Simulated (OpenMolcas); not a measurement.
# Nb³⁺ among point charges: CASSCF levels and susceptibility

How does a field of 6 point charges split the states of Nb³⁺, and what χT follows?

The numbers are computed with OpenMolcas 26.06 (state-averaged CASSCF, spin-orbit coupling by RASSI with atomic mean-field integrals), except any that are marked as measured or tabulated.

1 further run of the same task is left out (it didn't finish).

## Step 1: The system

- Species: Nb³⁺ (niobium, Z = 41, 38 electrons)
- Basis: ANO-RCC-VDZP [6s5p3d1f], 43 functions
- Scalar Hamiltonian: DKH2, point nucleus
- Inactive shells: 1s 2s 2p 3s 3p 3d 4s 4p
- Active space: 2 electrons in 5 orbitals (4d)
- Some configurations of this space: 4d²
- Orbitals: optimised for each spin and parity, averaged over all roots

The outer shells:

4d2
```
4d [↑ ][↑ ][  ][  ][  ]
```

The ion sits among 6 point charges of -1.7 e arranged as an octahedron (Oh), 1.82 Å from the ion. The active orbitals were held to one l.

The work runs as a chain of OpenMolcas steps in one folder; each step below is one input file. Labels, J, g values, rates, χT and fits are worked out afterwards by a script from the matrices that RASSI stores. The input lists half of the charges; inversion (Group=XYZ) makes the rest.

## Step 2: GATEWAY and SEWARD: basis and integrals

Contents of a.inp:

```
&GATEWAY
Coord
1

Nb 0.0 0.0 0.0
Basis=ANO-RCC-VDZP
Group=XYZ
NoMove
AngMom=0.0 0.0 0.0
AMFI
XField
3 Angstrom 0
1.820000 0.000000 0.000000 -1.700000
0.000000 1.820000 0.000000 -1.700000
0.000000 0.000000 1.820000 -1.700000
&SEWARD
```

Started as:

```console
$ OMP_NUM_THREADS=1 MOLCAS_MEM=1689 MOLCAS_PROJECT=a pymolcas a.inp > a.log
```

## Step 3: Reference wave functions, triplets of even parity, 10 roots

Contents of a.inp:

```
&RASSCF
FileOrb=start.orb
Symmetry=1
Spin=3
nActEl=2 0 0
Inactive=9 9
Ras2=5 0
CIRoot=10 10 1
SDav=10
CIMx=300
Iter=120 100
PrWF=0.3
OrbListing=Nothing
MaxOrb=0
SupSym
1
15 4 5 6 7 8 10 11 12 13 14 17 18 19 20 21
0
>>> COPY $Project.JobIph JOB001
```

start.orb holds the contracted functions of the basis, ordered by shell, or the orbitals of the step before.

## Step 4: CASSCF: singlets of even parity, 15 roots

Contents of a.inp:

```
&RASSCF
FileOrb=start.orb
Symmetry=1
Spin=1
nActEl=2 0 0
Inactive=9 9
Ras2=5 0
CIRoot=15 15 1
SDav=15
CIMx=300
Iter=120 100
PrWF=0.3
OrbListing=Nothing
MaxOrb=0
SupSym
1
15 4 5 6 7 8 10 11 12 13 14 17 18 19 20 21
0
>>> COPY $Project.JobIph JOB002
```

## Step 5: State interaction with spin-orbit coupling

Contents of a.inp:

```
&RASSI
NrOfJobIphs=2 10 15
1 2 3 4 5 6 7 8 9 10
1 2 3 4 5 6 7 8 9 10 11 12 13 14 15
IphNames
JOB001
JOB002
EJob
SpinOrbit
DIPRint=1.0
SOCoupling=1000.0
Subsets=2
Property=9
'ANGMOM' 1 'ANGMOM' 2 'ANGMOM' 3 'MLTPL  1' 1 'MLTPL  1' 2 'MLTPL  1' 3
'AMFI' 1 'AMFI' 2 'AMFI' 3
SOProperty=3
'ANGMOM' 1 'ANGMOM' 2 'ANGMOM' 3
```

Before running it: what results should come out? Wanted: spin-free ground state; first state of the same spin within the active space; lowest level; next level.

**Answer**, as computed:

```
                                            quantity                            value
                                              method                           CASSCF
                              spin-free ground state  3T1, 3-fold in its orbital part
first state of the same spin within the active space                3T2 at 23900 cm⁻¹
                                        lowest level   2-fold E, g = 0.00, 0.00, 0.00
                                          next level                        14.4 cm⁻¹
                                         χT at 300 K                   0.58 cm³ K/mol
                           effective moment at 300 K                          2.16 μB
```

What this shows: The spin-free ground state (3T1) comes to 87 % from free-ion F terms and keeps the highest spin of the shell. χT at 300 K is 0.58, against 1.00 cm³ K/mol for the spin alone, so spin-orbit coupling lowers it. A ligand-field fit to the states below 45000 cm-1 gives 10Dq = 25782 cm-1, B = 635 cm-1 and C = 2244 cm-1 (C/B = 3.53), with a deviation of 227 cm-1. The field of point charges can differ much from that of real complexes. This is an electrostatic model: the charges have no orbitals.
